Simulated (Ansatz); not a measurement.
# SiF (R-3m) in Ansatz: further runs, part 2 of 2

Ansatz 0.2.0. The steps go on from the part before.

### Step 4. Elastic constants, PBE

input.yaml

```yaml
crystal:
  lattice:
    - [1.3386, 0.77284, 3.89831]
    - [-1.3386, 0.77284, 3.89831]
    - [0.0, -1.54568, 3.89831]
  atoms:
    - { symbol: Si, position: [0.5, 0.5, 0.5] }
    - { symbol: F, position: [0.0, 0.0, 0.0] }
kpoints:
  mp_grid: { grid: [9, 9, 9] }
scf:
  occupations: { method: fermi_dirac, width: 0.05 }
hamiltonian:
  xc: pbe
  pseudopotentials: { kind: all_electron, lapw: { basis_error: 0.002 } }
output:
  forces: true
  stress: true
elastic:
  mode: relaxed_ion
  stencil: two_point
```

Potentials or basis: all-electron LAPW, scalar-relativistic.

Started as:

```sh
$ ansatz run input.yaml --threads 1 --pin off --max-ram 3072MiB --backend cpu --events-out ev --progress --plain --runs-dir out
```

Log:

```text
Warning: RAYON_NUM_THREADS=1 ignored (pool sized by the plan → 1); use --threads N
LAPW: plane waves up to 7.464 Å⁻¹, error target 2.0e-3 eV per atom; small_component_spin mean_spin; F in spheres of 1.265 Å, 7 of its electrons in bands, Dirac shells []; Si in spheres of 1.148 Å, 12 of its electrons in bands, Dirac shells [] (how accurate: hamiltonian.pseudopotentials.lapw.basis_error, Limitations)
Engine: ansatz 0.2.0, x86_64-unknown-linux-gnu
Pseudopotentials: kind: all_electron
Pseudopotential: Si, LAPW, valence charge 12, lapw/all_electron/scalar/gaussian/Si, Koelling and Harmon's equation, gaussian nucleus
Pseudopotential: F, LAPW, valence charge 7, lapw/all_electron/scalar/gaussian/F, Koelling and Harmon's equation, gaussian nucleus
Functional definition: PBE
  parameter kappa = 0.804
  parameter beta = 0.06672455060314922
  exchange = pbe_x(kappa = kappa, mu = beta*pi^2/3)
  correlation = pbe_c(beta = beta)
Crystal: 2 atoms, lattice volume = 24.197 Å³
Basis set: ecut = 212.23410703406765 eV, 159 PW (Γ), FFT grids on a1−a3, a2−a3, a3, exchange–correlation at level 2
Bands: 14, of which v1, the nominal top of the filled ones, is band 10 counted from 1 (9 counted from 0)
Symmetry: 12 space group operations
Space group: R-3m (ITA 166), of the structure as read, at distance tolerance 2.9e-5 Å
k-points: 85 of 729
Non-local potential: Si, projectors of the file, none
Non-local potential: F, projectors of the file, none
Initial density: superposition of atomic densities (chi_scale 0.1, normalization cell, long waves kept (reshape's long-wave potential 0.34 eV rms))
Initial wavefunctions: plane waves of lowest kinetic energy (no species holds an atomic orbital)
Functional: x = pbe(κ = 0.804, μ = 0.2195149727645171), c = pbe(β = 0.06672455060314922)
iter 1 solved again at ethr=3.07e-3 eV; its pass at ethr=1.00e-1 eV (dr2=5.84e-1 eV) is discarded
SCF iter   1: F=—  HF=-10610.527668 eV  |F-HF|=—  |Δ(HF+E_count)|=         —  Δρ=4.71e-2  dr2=5.84e-1  ethr=3.07e-3  ⟨swp⟩=2.0  Hψ=8320  notcnv=0
preconditioner: auto → none  [insulator: Δε(μ)=0.291 eV  Ē_g=13.407 eV  σ=0.050 eV  W_gap=0.57  n_scr=2 (ndim 8)  ℏωp=22.6 eV  f_vac=0.000  D(μ)=0.13/eV (n_scr^D=0)  ε∞_Penn≈3.9]
SCF iter   2: F=—  HF=-10610.157926 eV  |F-HF|=—  |Δ(HF+E_count)|=   3.70e-1  Δρ=1.73e-2  dr2=1.79e-1  ethr=3.07e-3  ⟨swp⟩=3.0  Hψ=3859  notcnv=0
SCF iter   3: F=—  HF=-10609.872440 eV  |F-HF|=—  |Δ(HF+E_count)|=   2.85e-1  Δρ=1.36e-2  dr2=4.12e-2  ethr=9.44e-4  ⟨swp⟩=3.0  Hψ=3668  notcnv=0
iter 4 solved again at ethr=1.09e-5 eV; its pass at ethr=2.17e-4 eV (dr2=2.06e-3 eV) is discarded
SCF iter   4: F=—  HF=-10609.859490 eV  |F-HF|=—  |Δ(HF+E_count)|=         —  Δρ=1.73e-3  dr2=2.07e-3  ethr=1.09e-5  ⟨swp⟩=2.0  Hψ=5843  notcnv=0
the basis was enlarged: its passes take 84.2 KiB over the memory plan, 1 of 1 planned eigensolver slots
SCF iter   5: F=—  HF=-10609.858342 eV  |F-HF|=—  |Δ(HF+E_count)|=   1.15e-3  Δρ=7.35e-4  dr2=3.73e-4  ethr=1.09e-5  ⟨swp⟩=2.0  Hψ=3102  notcnv=0
SCF iter   6: F=—  HF=-10609.858091 eV  |F-HF|=—  |Δ(HF+E_count)|=   2.52e-4  Δρ=5.29e-5  dr2=4.25e-7  ethr=1.97e-6  ⟨swp⟩=2.3  Hψ=3130  notcnv=0
SCF iter   7: F=—  HF=-10609.858074 eV  |F-HF|=—  |Δ(HF+E_count)|=   1.67e-5  Δρ=3.66e-5  dr2=6.78e-7  ethr=2.24e-9  ⟨swp⟩=3.0  Hψ=3487  notcnv=0
SCF iter   8: F=—  HF=-10609.858073 eV  |F-HF|=—  |Δ(HF+E_count)|=   4.32e-7  Δρ=6.82e-6  dr2=2.30e-8  ethr=2.24e-9  ⟨swp⟩=2.2  Hψ=3122  notcnv=0
SCF iter   9: F=—  HF=-10609.858073 eV  |F-HF|=—  |Δ(HF+E_count)|=   1.57e-8  Δρ=3.53e-7  dr2=5.96e-11  ethr=1.21e-10  ⟨swp⟩=2.2  Hψ=3119  notcnv=0
SCF iter  10: F=-10609.858073 eV  HF=-10609.858073 eV  |F-HF|=1.82e-12  |Δ(HF+E_count)|=  4.91e-11  Δρ=7.80e-9  dr2=7.91e-15  ethr=1.15e-12 (applied; sched 1.00e-12)  ⟨swp⟩=2.2  Hψ=3128  notcnv=0
SCF 1 converged in 10 iterations: F = -10609.858073 eV  dr2 = 7.91e-15
Crystal: 2 atoms, lattice volume = 24.149 Å³
Basis set: ecut = 212.51755831479116 eV, 159 PW (Γ), FFT grids on a1−a3, a2−a3, a3, exchange–correlation at level 2
Symmetry: 4 space group operations
[... 72 lines left out ...]
SCF converged after 10 iterations
Free energy (F): -10609.858073 eV
Harris-Foulkes:  -10609.858073 eV  (|F-HF|=1.82e-12)
Internal energy: -10609.857299 eV  (E = F + TS)
E sigma→0 (E₀):  -10609.857686 eV
Entropy (-TS):   -0.000775 eV (-0.387 meV/atom)
Fermi energy:    8.954508 eV
--- Per-component energies (eV) ---
  E_band       = -741.960873
  E_kinetic    = 10629.500176
  E_xc         = -849.632522
  E_electrostatic = -20389.724952  (all electrons and nuclei)
  E_smearing   = -0.000775  (= −TS)
  E_closure    = 0.000000  (closes the sum)
  E_atoms      = -10601.038931  (free atoms, spherical and without spin; not in F)
  Σ components = -10609.858073   (vs F -10609.858073, Δ=0.00e0)
  Basis errors (estimates in eV, not in F): energy 5.3e-4 per atom: plane waves 4.6e-4 (2.5e-4 summed), levels above the bands 2.4e-114, relativity 1.0e-8, radial functions 7.4e-5, core shells 4.1e-10; eigenvalues (radial functions only) 3.2e-4; not estimated: angular momenta, meshes, grids; target (lapw.basis_error) 2.0e-3; muffin-tin radii F 1.265 Å, Si 1.148 Å
--- Forces (eV/Å), atoms counted from 1 ---
  atom   1  Si    -0.00000000     0.00000000     0.00000000
  atom   2  F      0.00000000    -0.00000000     0.00000000
  max |Σ_I F_I| component: 2.65e-30 eV/Å
--- Stress (GPa, compression-positive) ---
       -0.303737      -0.000000      -0.000000
       -0.000000      -0.303737       0.000000
       -0.000000       0.000000       0.495782
  P = ⅓ Tr σ = -0.0372 GPa (-0.372 kbar)
--- Band table (eV; the first three rows and the last of 85) ---
  k-point 0: bands = ["-126.4397", "-82.5990", "-82.4508", "-82.4508", "-14.8796", "-1.7160", "1.8036", "5.6943", "5.6943", "12.3889", "16.7767", "20.1457", "20.1457", "21.8654"]
  k-point 1: bands = ["-126.4396", "-82.5989", "-82.4517", "-82.4510", "-14.7933", "-1.4901", "2.0278", "5.3601", "5.6236", "12.2893", "16.5715", "18.1631", "18.6078", "21.8758"]
  k-point 2: bands = ["-126.4393", "-82.5987", "-82.4541", "-82.4517", "-14.5682", "-0.8292", "2.6041", "4.6373", "5.4490", "11.8773", "13.5820", "16.9652", "18.3013", "21.2960"]
  k-point 84: bands = ["-126.4396", "-82.5989", "-82.4517", "-82.4511", "-14.7085", "-3.0098", "5.0279", "5.6056", "5.9005", "8.9802", "16.8981", "18.5713", "20.6900", "22.9745"]
--- Elastic constants: 3 strain directions × 2 members + reference (group order 12) ---
  dense FFT box of the reference and of every strained cell: 16×16×20 on a1−a3, a2−a3, a3
  strains applied: 11, 33, 23; error gains: componentwise 1.00 (the most a stress slope's error grows in a printed constant), spectral 1.41 (1 for all six strains in a standard setting)
  C = ∂σ_k/∂η_j (tension-positive GPa; Voigt order 11 22 33 23 13 12):
       194.932      9.733     15.632     14.136      0.000      0.000
         9.733    194.932     15.632    -14.136      0.000      0.000
        16.419     16.419    371.071      0.000     -0.000     -0.000
        14.138    -14.138      0.000    -36.854      0.000      0.000
         0.000     -0.000      0.000     -0.000    -36.854     14.138
         0.000     -0.000      0.000     -0.000     14.136     92.599
  reference stress σ⁰ (GPa):      0.304      0.304     -0.496     -0.000      0.000      0.000
  no Pulay correction (none for the plane-wave cutoff is built on LAPW): the batch's stresses and constants are at fixed plane waves
  C* (energy form; C + prestress term) asymmetry max|C*_kj − C*_jk| = 1.299e-2 GPa — a small one proves nothing (zero by symmetry where the batch's group is 432, −43m or m−3m); a large one is finite-difference/SCF noise where every solve meets its electron count
  moduli (Voigt/Reuss/Hill, GPa): K = 93.83/85.46/89.64   G = 51.72/-213.69/-80.98   E = -347.63   ν = 1.146
  mechanically stable: NO (min eigenvalue of sym C = -38.64 GPa)
  the cell is mechanically unstable, and its weakest contacts join parallel layers: if it is meant as a slab among its images, read the layer's verdict in place of the crystal's
  the layer in its plane, per area (N/m: the tensor there times 3.8983 Å, the cell's volume per area; the error gains are the tensor's), 1 along (0.500, 0.866, 0.000), 2 along (-0.866, 0.500, 0.000):
    C11 = 75.99   C22 = 75.99   C12 = 3.79   C66 = 36.10   C16 = 0.00   C26 = 0.00
  moduli of the layer (Voigt/Reuss/Hill, N/m): K = 39.89/39.89/39.89   G = 36.10/36.10/36.10   E = 75.80   ν = 0.050
  mechanically stable in its plane: yes (min eigenvalue of those constants = 36.10 N/m; a buckling out of the plane is not judged)
  where every solve meets its electron count the energy-path curvature estimates C_jj along a normal strain and C_jj − ¼(σ⁰_aa + σ⁰_bb) along a shear (ab), closely only under elastic.basis: deformed
  strain η (Voigt 11):  stress-route row diagonal C_11 = 194.93 GPa, energy-path curvature d²(F+E_count)/dδ²/Ω₀ = 194.95 GPa
         δ    σ_11 (GPa)             F (eV)   n_scf  n_hpsi   n_pw
    -2.000e-3      -0.0909      -10609.8581058       7   81335    187   relax 0 steps, max|allowed force component| 0.00e0 eV/Å
     2.000e-3       0.6888      -10609.8579233       7   80586    187   relax 0 steps, max|allowed force component| 0.00e0 eV/Å
  strain η (Voigt 33):  stress-route row diagonal C_33 = 371.07 GPa, energy-path curvature d²(F+E_count)/dδ²/Ω₀ = 371.07 GPa
         δ    σ_33 (GPa)             F (eV)   n_scf  n_hpsi   n_pw
    -2.000e-3      -1.2422      -10609.8578111       7   33766    187   relax 0 steps, max|allowed force component| 1.31e-31 eV/Å
     2.000e-3       0.2421      -10609.8581116       7   33558    187   relax 0 steps, max|allowed force component| 1.31e-30 eV/Å
  strain η (Voigt 23):  stress-route row diagonal C_44 = -36.85 GPa, energy-path curvature d²(F+E_count)/dδ²/Ω₀ = -36.81 GPa
         δ    σ_23 (GPa)             F (eV)   n_scf  n_hpsi   n_pw
    -2.000e-3       0.0739      -10609.8580846       7   82918    187   relax 0 steps, max|allowed force component| 9.86e-32 eV/Å
     2.000e-3      -0.0735      -10609.8580845       7   82891    187   relax 0 steps, max|allowed force component| 1.97e-30 eV/Å
```

elastic.tsv:

```text
[... 30 lines left out ...]
6	5.6251456958e-48	-9.0036189316e-47	1.7599741664e-47	-1.9022925600e-31	1.4135888966e1	9.2599384530e1	1.4823111572e-15	1.4823111572e-15	1.4823111572e-15	-1.9022925600e-31	1.4135888966e1	9.2599384530e1	nan	nan	nan	nan	nan	nan
```

elastic_members.tsv:

```text
# convention: tension-positive GPa; Voigt order 11 22 33 23 13 12; engineering shear strains; stresses and constants hold the Pulay correction, whose part of sigma0, of c and of each member's stress the lines and columns named pulay_correction_..._gpa give (of c_energy it is that of c and, on the columns of strains 1 to 3, that of sigma0; of a layer's constants it is that of c in the plane, times a tenth of its plane spacing in ang); where a line pulay_correction_withheld stands none holds it
[... 14 lines left out ...]
3	2.0000000000e-3	3.3190634924e-1	2.7557850898e-1	-4.9624995098e-1	-7.3475406649e-2	-5.5586668393e-16	-5.5586668393e-16	-1.0609858085e4	-1.0609857697e4	7	82891	187	0	1.9721522631e-30	0.0000000000e0	nan	nan	nan	nan	nan	nan	nan	0.0000000000e0
```

Wall time 2.7 min (1 thread of Intel Xeon at 2.50GHz (Skylake/Cascade Lake), shared host); peak memory 0.42 GiB.

Results:

```
Free energy            : -10609.8581 eV
Pressure               : 0.0 GPa
Band gap on the k mesh : none (metal or under the smearing width)
Voigt bulk modulus     : 94 GPa
```

Stress tensor (GPa, compression positive):
```
-0.30  0.00  0.00
 0.00 -0.30  0.00
 0.00  0.00  0.50
```

Elastic tensor in Voigt notation (GPa, in the Cartesian axes of the cell as first typed):
```
195  10  16  14   0   0
 10 195  16 -14   0   0
 16  16 371   0   0   0
 14 -14   0 -37   0   0
  0   0   0   0 -37  14
  0   0   0   0  14  93
```

Caveat: the k mesh is thin for a metal, which can move the energy by tens of meV per atom; a metal's response needs a denser mesh; the elastic tensor has a negative eigenvalue, so either the cell is unstable as it stands or the mesh is too thin; an odd number of electrons without spin polarisation forces a metal; a magnetic or distorted state may lie lower.

### Step 5. Overview

```tsv
task	level	potentials or basis	k mesh	cutoff (eV)	phonons	basis error allowed	gap on the mesh (eV)
phonons	PBE	all-electron LAPW, scalar-relativistic	12 × 12 × 12	212	-	0.002 eV/atom	none
phonons	PBEsol	all-electron PAW datasets made for the crystal	12 × 12 × 12	270	method dfpt	-	none
elastic constants	PBE	all-electron LAPW, scalar-relativistic	9 × 9 × 9	212	-	0.002 eV/atom	none
```

Alike in all rows: no spin polarisation; cell as given; smearing fermi-dirac 0.05 eV.

Caveats: a metal's response needs a denser mesh; an odd number of electrons without spin polarisation forces a metal; a magnetic or distorted state may lie lower; some modes are imaginary (some runs); the program warned that the printed levels may be off, so bands, gaps and densities of states are rough (some runs); the k mesh is thin for a metal, which can move the energy by tens of meV per atom (some runs); the elastic tensor has a negative eigenvalue, so either the cell is unstable as it stands or the mesh is too thin (some runs).

Compare energies only between runs with the same functional and basis.
